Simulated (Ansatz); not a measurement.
This script makes an atomisation energy of C3H7Al, SMILES [AlH2][CH]1CC1 with the Ansatz DFT code, driven from Python.

`c3h7al.xyz`
```text
11

Al    1.86720    0.13120   -0.29470
C    -0.02800    0.65990    0.10340
C    -1.09120   -0.06770   -0.70440
C    -0.88400   -0.41270    0.75840
H     2.23830   -1.42150   -0.32280
H     3.03760    1.16830    0.02800
H    -0.32040    1.69340    0.38600
H    -2.01070    0.52380   -0.89980
H    -0.72970   -0.85140   -1.40420
H    -1.68020   -0.02460    1.42850
H    -0.39910   -1.39890    0.92170
```

`c3h7al.py`
```python
"""Atomisation energy of C3H7Al at the given geometry."""

from collections import Counter
from dataclasses import dataclass

import ansatz as az


@dataclass(frozen=True)
class Options:
    basis_set: str = "STO-3G"
    xc: str = "b3lyp"
    dispersion: str = "d3bj"


cfg = Options()


def energy_of(molecule, charge=0, unpaired=0):
    calc = (
        molecule.calculation()
        .basis(gaussian=cfg.basis_set)
        .functional(cfg.xc, dispersion=cfg.dispersion)
        .accuracy("medium")
    )
    if charge:
        calc = calc.charge(charge)
    if unpaired:
        calc = calc.spin("collinear", total=unpaired)
    return calc.run().report["free_energy_ev"]

system = az.Crystal.molecule_from_extxyz("c3h7al.xyz")

# unpaired electrons of the ground-state atoms
unpaired = {"Al": 1, "C": 2, "H": 1}
counts = Counter(site.symbol for site in system.cartesian_sites)
atom_energy = {s: energy_of(az.Crystal.molecule().atom(s, (0, 0, 0)), 0, unpaired[s]) for s in counts}
whole = energy_of(system, 0, 0)
for s, e in atom_energy.items():
    print(f"{s:2s} x{counts[s]}  {e:14.5f} eV")
print(f"C3H7Al: {whole:.5f} eV")
split = sum(counts[s] * e for s, e in atom_energy.items()) - whole
print(f"atomisation energy (no zero-point term): {23.060548 * split:.1f} kcal/mol, {split / sum(counts.values()):.3f} eV an atom")
```

What does it cost to take this molecule apart into atoms?

1209.6 kcal/mol from the electronic energies, without the zero-point term.

What the script printed:

Running `python c3h7al.py` prints:
```text
Al x1     -6512.39867 eV
C  x3     -1016.41049 eV
H  x7       -12.72221 eV
C3H7Al: -9703.13770 eV
atomisation energy (no zero-point term): 1209.6 kcal/mol, 4.768 eV an atom
```

What to keep in mind:
- The settings weren't tested for convergence.
- The geometry is a force-field or estimated start, not a minimum of this method, and the basis set is short of its limit. All parts are taken at fixed geometry, without zero-point energy.
- b3lyp holds the VWN-RPA fit, as in Gaussian; the form of ORCA and Turbomole is b3lyp5.
- Wall time of the script: 1.7 s on 1 thread of Intel(R) Xeon(R) Platinum 8375C CPU @ 2.90GHz (Ice Lake), on a shared host, peak memory 0.16 GiB.

(Lines on the test bed's own set-up are left out of the output.)
